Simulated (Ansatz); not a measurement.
**C₃H₇BO₃: a ladder of functionals and wavefunction methods**

The task here is to estimate one member of a computed series from the others.

Computed with Ansatz 0.2.0, Gaussian basis. Level: functionals in def2-TZVPP, the program's frozen cores in correlated methods.

Levels to be run: PBE-D4, r2SCAN-D4, PBE0-D4, B3LYP-D4, ωB97X-V, ωB97M-V, B2PLYP; CCSD(T)/def2-TZVPP; MP2/def2-QZVPP; extrapolation to the limit.

### Structure used throughout

The geometry comes from an earlier relaxation with PBE0-D4 in a triple-zeta def2 set; it is a stationary point, not always the lowest conformer.

SMILES `C=CCOB(O)O`, 14 atoms, charge 0, spin multiplicity 1.

Atoms are counted from 1 here; the program's logs count them from 0.

Bond lengths: C1–C2 1.324 Å, C1–H8 1.084 Å, C1–H9 1.086 Å, C2–C3 1.489 Å, C2–H10 1.088 Å, C3–O4 1.420 Å, C3–H11 1.096 Å, C3–H12 1.095 Å, O4–B5 1.362 Å, B5–O6 1.368 Å, B5–O7 1.366 Å, O6–H13 0.960 Å, O7–H14 0.960 Å. Angles: C2–C1–H8 121.7°, C2–C1–H9 121.3°, H8–C1–H9 117.0°, C1–C2–C3 124.1°, C1–C2–H10 120.3°, C3–C2–H10 115.6°, C2–C3–O4 109.5°, C2–C3–H11 110.2°, C2–C3–H12 110.3°, O4–C3–H11 109.6°, O4–C3–H12 109.6°, H11–C3–H12 107.7°, C3–O4–B5 121.2°, O4–B5–O6 119.4°, O4–B5–O7 120.9°, O6–B5–O7 119.7°, B5–O6–H13 111.8°, B5–O7–H14 111.8°.

Set-up of the first run:

in.yaml reads:

```yaml
crystal:
  periodic: [false, false, false]
  atoms:
    - {symbol: C, position_ang: [-1.010393, 2.446910, 0.961754]}
    - {symbol: C, position_ang: [-0.789153, 1.141724, 0.985279]}
    - {symbol: C, position_ang: [-0.454074, 0.330799, -0.217492]}
    - {symbol: O, position_ang: [0.728551, -0.415494, 0.029664]}
    - {symbol: B, position_ang: [0.966128, -1.594150, -0.609539]}
    - {symbol: O, position_ang: [2.124440, -2.275629, -0.352998]}
    - {symbol: O, position_ang: [0.063395, -2.104417, -1.498092]}
    - {symbol: H, position_ang: [-1.286605, 2.993697, 1.855618]}
    - {symbol: H, position_ang: [-0.928061, 3.016965, 0.041318]}
    - {symbol: H, position_ang: [-0.865346, 0.589343, 1.919053]}
    - {symbol: H, position_ang: [-1.277013, -0.352536, -0.454909]}
    - {symbol: H, position_ang: [-0.302836, 0.982343, -1.084436]}
    - {symbol: H, position_ang: [2.674363, -1.816660, 0.285797]}
    - {symbol: H, position_ang: [0.356604, -2.942903, -1.861028]}
basis:
  gaussian: {orbitals: def2-TZVPP}
hamiltonian: {xc: pbe, dispersion: d4}
output: {forces: true, orbitals: {seedname: orbitals}}
```

Run with:

```sh
$ ansatz run in.yaml --threads 2 --pin off --events-out ev --progress --plain --max-ram 22528MiB --backend cuda --devices 0, --max-vram 18GiB
```

Among the steps run: PBE-D4 (GGA); r2SCAN-D4 (meta-GGA); PBE0-D4 (hybrid); B3LYP-D4 (hybrid); ωB97X-V (range-separated); ωB97M-V (range-separated); B2PLYP (double hybrid); CCSD(T) in def2-TZVPP; MP2 in def2-QZVPP.

One table of the session follows, with a row left open; its other results are not shown here.

| method | atoms, summed (eV) | atomisation energy (kJ/mol) |
| --- | --- | --- |
| PBE-D4 | -9973.635 | 6259.7 |
| r2SCAN-D4 | -9981.431 | 6127.9 |
| PBE0-D4 | ? | ? |
| B3LYP-D4 | -9987.837 | 6097.5 |
| ωB97X-V | -9983.920 | 6096.0 |
| ωB97M-V | -9983.288 | 6124.1 |
| B2PLYP | -9980.118 | 6052.0 |
| HF/def2-TZVPP | -9947.267 | 4459.8 |
| MP2/def2-TZVPP | -9965.412 | 6106.0 |
| CCSD/def2-TZVPP | -9968.999 | 5853.0 |
| CCSD(T)/def2-TZVPP | -9969.433 | 5948.7 |
| MP2/CBS | -9968.928 | 6258.6 |
| CCSD(T)/CBS | -9972.948 | 6101.4 |

**Question.** Estimate the row for PBE0-D4.

As computed: atoms, summed (eV): -9975.625; atomisation energy (kJ/mol): 6120.6. In the column «atoms, summed (eV)» it lies between B2PLYP (-9980.118) and PBE-D4 (-9973.635).

Caveats from the session: Free atoms (3 C, 3 O, 1 B, 7 H) were run apart at each level; the atomisation energy is their sum less the molecule, without zero-point or spin-orbit terms.
